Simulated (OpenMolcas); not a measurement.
**Ag⁵⁺ among point charges: CASSCF and CASPT2 levels and susceptibility**

Aim: the splitting of the states of Ag⁵⁺ in the field of 6 point charges, its lowest levels with spin-orbit coupling and its magnetic susceptibility.

Program: OpenMolcas 26.06. Level of theory: state-averaged CASSCF and CASPT2, spin-orbit coupling by RASSI with atomic mean-field integrals. These are calculated values, not measurements, unless marked.

**1. Starting point**

- Species: Ag⁵⁺ (silver, Z = 47, 42 electrons)
- Basis: ANO-RCC-VDZP [6s5p3d1f], 43 functions
- Scalar Hamiltonian: DKH2, point nucleus
- Inactive shells: 1s 2s 2p 3s 3p 3d 4s 4p
- Active space: 6 electrons in 5 orbitals (4d)
- Some configurations of this space: 4d⁶
- Orbitals: optimised for each spin and parity, averaged over all roots

The outer shells:

4d6
```
4d [↑↓][↑ ][↑ ][↑ ][↑ ]
```

The ion sits among 6 point charges of -1.7 e arranged as an octahedron (Oh), 1.99 Å from the ion.

The work runs as a chain of OpenMolcas steps in one folder; each step below is one input file. Labels, J, g values, rates, χT and fits are worked out afterwards by a script from the matrices that RASSI stores. The input lists half of the charges; inversion (Group=XYZ) makes the rest.

**2. One- and two-electron integrals**

a.inp

```
&GATEWAY
Coord
1

Ag 0.0 0.0 0.0
Basis=ANO-RCC-VDZP
Group=XYZ
NoMove
AngMom=0.0 0.0 0.0
AMFI
XField
3 Angstrom 0
1.990000 0.000000 0.000000 -1.700000
0.000000 1.990000 0.000000 -1.700000
0.000000 0.000000 1.990000 -1.700000
&SEWARD
```

**3. Reference wave functions, quintets of even parity, 5 roots**

a.inp

```
&RASSCF
FileOrb=start.orb
Symmetry=1
Spin=5
nActEl=6 0 0
Inactive=9 9
Ras2=5 0
CIRoot=5 5 1
SDav=5
CIMx=300
Iter=120 100
PrWF=0.3
OrbListing=Nothing
MaxOrb=0
>>> COPY $Project.JobIph JOB001
```

start.orb holds the contracted functions of the basis, ordered by shell, or the orbitals of the step before.

**4. Reference wave functions, triplets of even parity, 45 roots**

a.inp

```
&RASSCF
FileOrb=start.orb
Symmetry=1
Spin=3
nActEl=6 0 0
Inactive=9 9
Ras2=5 0
CIRoot=45 45 1
SDav=45
CIMx=300
Iter=120 100
PrWF=0.3
OrbListing=Nothing
MaxOrb=0
>>> COPY $Project.JobIph JOB002
```

**5. Reference wave functions, singlets of even parity, 50 roots**

a.inp

```
&RASSCF
FileOrb=start.orb
Symmetry=1
Spin=1
nActEl=6 0 0
Inactive=9 9
Ras2=5 0
CIRoot=50 50 1
SDav=50
CIMx=300
Iter=120 100
PrWF=0.3
OrbListing=Nothing
MaxOrb=0
>>> COPY $Project.JobIph JOB003
```

**6. RASSI: spin-orbit coupling between the states**

a.inp

```
&RASSI
NrOfJobIphs=3 5 45 50
1 2 3 4 5
1 2 3 4 5 6 7 8 9 10 11 12 13 14 15 16 17 18 19 20 21 22 23 24 25 26 27
28 29 30 31 32 33 34 35 36 37 38 39 40 41 42 43 44 45
1 2 3 4 5 6 7 8 9 10 11 12 13 14 15 16 17 18 19 20 21 22 23 24 25 26 27
28 29 30 31 32 33 34 35 36 37 38 39 40 41 42 43 44 45 46 47 48 49 50
IphNames
JOB001
JOB002
JOB003
EJob
SpinOrbit
DIPRint=1.0
SOCoupling=1000.0
Subsets=2
Property=9
'ANGMOM' 1 'ANGMOM' 2 'ANGMOM' 3 'MLTPL  1' 1 'MLTPL  1' 2 'MLTPL  1' 3
'AMFI' 1 'AMFI' 2 'AMFI' 3
SOProperty=3
'ANGMOM' 1 'ANGMOM' 2 'ANGMOM' 3
```

**7. CASPT2: IPEA 0.25, imaginary shift 0.1 (closed shells correlated: 4s 4p)**

a.inp

```
>>> COPY JOB001 $Project.JobIph
&CASPT2
Multistate=5 1 2 3 4 5
NoMult
Frozen=8 6
IPEA=0.25
Imaginary=0.1
MaxIter=60
WThr=0.0 0.3 0.05
PrWF=0.5
NoMix
>>> COPY JOB002 $Project.JobIph
&CASPT2
Multistate=45 1 2 3 4 5 6 7 8 9 10 11 12 13 14 15 16 17 18 19 20 21 22
23 24 25 26 27 28 29 30 31 32 33 34 35 36 37 38 39 40 41 42 43 44 45
NoMult
Frozen=8 6
IPEA=0.25
Imaginary=0.1
MaxIter=60
WThr=0.0 0.3 0.05
PrWF=0.5
NoMix
>>> COPY JOB003 $Project.JobIph
&CASPT2
Multistate=50 1 2 3 4 5 6 7 8 9 10 11 12 13 14 15 16 17 18 19 20 21 22
23 24 25 26 27 28 29 30 31 32 33 34 35 36 37 38 39 40 41 42 43 44 45 46
47 48 49 50
NoMult
Frozen=8 6
IPEA=0.25
Imaginary=0.1
MaxIter=60
WThr=0.0 0.3 0.05
PrWF=0.5
NoMix
```

(Steps that only read results are left out.)

**Question.** What will these runs give? Wanted: spin-free ground state; first state of the same spin within the active space; lowest level; next level.

As calculated:

| quantity | value |
| --- | --- |
| method | SS-CASPT2, IPEA 0.25, imaginary shift 0.1 (closed shells correlated: 4s 4p) |
| spin-free ground state | 5T2, 3-fold in its orbital part |
| first state of the same spin within the active space | 5E at 4430 cm⁻¹ |
| lowest level | 3-fold T2 |
| next level | 561.4 cm⁻¹ |
| χT at 300 K | 4.56 cm³ K/mol |
| effective moment at 300 K | 6.04 μB |

Cost by method:

```
                                              method  time of its own steps  time with the reference
                                           A. CASSCF                   16 s                     16 s
B. SS-CASPT2, IPEA 0.25, imaginary shift 0.1, +4s 4p                  3.3 s                     19 s
```

Times are of one thread on a shared host.

In words: The spin-free ground state (5T2) comes to 100 % from free-ion D terms and keeps the highest spin of the shell. χT at 300 K is 4.56, against 3.01 cm³ K/mol for the spin alone, so orbital moment adds to it. An active space of the d shell alone favours high spin; real ions in strong fields can be low spin. CASPT2 does not keep the components of a term degenerate, and the means are used. The field of point charges can differ much from that of real complexes. With metal d orbitals alone active, the gaps between spin states are rough; where two lie within a few thousand cm-1, their order is open. Point charges carry no covalency, so the field is a model and not that of real ligands.
